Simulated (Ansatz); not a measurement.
# MnPt: the cost of one run

Program: Ansatz 0.2.0. Level of theory: DFT PBEsol, scalar-relativistic, plane waves, PAW. These are calculated values, not measurements.

2 further runs of the same task are left out: 2 set aside as unsound or not needed.

## 1. The structure to begin with

It takes space group P4/mmm (No. 123, tetragonal). The conventional cell has a = 2.869 Å, b = 2.869 Å, c = 3.496 Å, α = 90.00°, β = 90.00°, γ = 90.00°. Around Mn (site symmetry 4/mmm) lie 8 Pt at 2.68 Å and 4 Mn at 2.87 Å. Pt (site symmetry 4/mmm) has 8 Mn at 2.68 Å and 4 Pt at 2.87 Å as nearest neighbours.

Structure file:

```cif
data_structure
_symmetry_space_group_name_H-M 'P4/mmm'
_symmetry_Int_Tables_number 123
_cell_length_a 2.8693
_cell_length_b 2.8693
_cell_length_c 3.4963
_cell_angle_alpha 90.000
_cell_angle_beta 90.000
_cell_angle_gamma 90.000
_cell_volume 28.79
loop_
_atom_site_label
_atom_site_type_symbol
_atom_site_symmetry_multiplicity
_atom_site_Wyckoff_symbol
_atom_site_fract_x
_atom_site_fract_y
_atom_site_fract_z
_atom_site_occupancy
Mn1 Mn 1 a 0.00000 0.00000 0.00000 1
Pt1 Pt 1 d 0.50000 0.50000 0.50000 1
```

It is the result of an earlier relaxation at this level (volume 14.39 Å³/atom; gap on the mesh: none (metal), site moments up to 3.7 μB).

## 2. The reference run: phonons at Γ

input.yaml

```yaml
crystal:
  lattice:
    - [2.8693309364, 0.0, 0.0]
    - [0.0, 2.8693309364, 0.0]
    - [0.0, 0.0, 3.4963101507]
  atoms:
    - { symbol: Mn, position: [0.0, 0.0, 0.0], spin: 4.08 }
    - { symbol: Pt, position: [0.5, 0.5, 0.5], spin: 0.47 }
basis:
  ecutwfc: 420
kpoints:
  mp_grid: { grid: [14, 14, 12] }
hamiltonian:
  xc: pbesol
scf:
  occupations: { method: gaussian, width: 0.2 }
output:
  eigenvalues: true
  populations: true
magnetization:
  spin_polarized: true
phonons:
  method: dfpt
```

Command:

```
$ ansatz run input.yaml --threads 1 --pin off --max-ram 3072MiB --backend cpu --events-out ev --progress --plain --runs-dir out
```

**Question.** How long does this run take on 1 thread of Arm Neoverse V2, shared host, and how much memory does it need?

About 3.3 min, with a peak of 1.5 GiB.
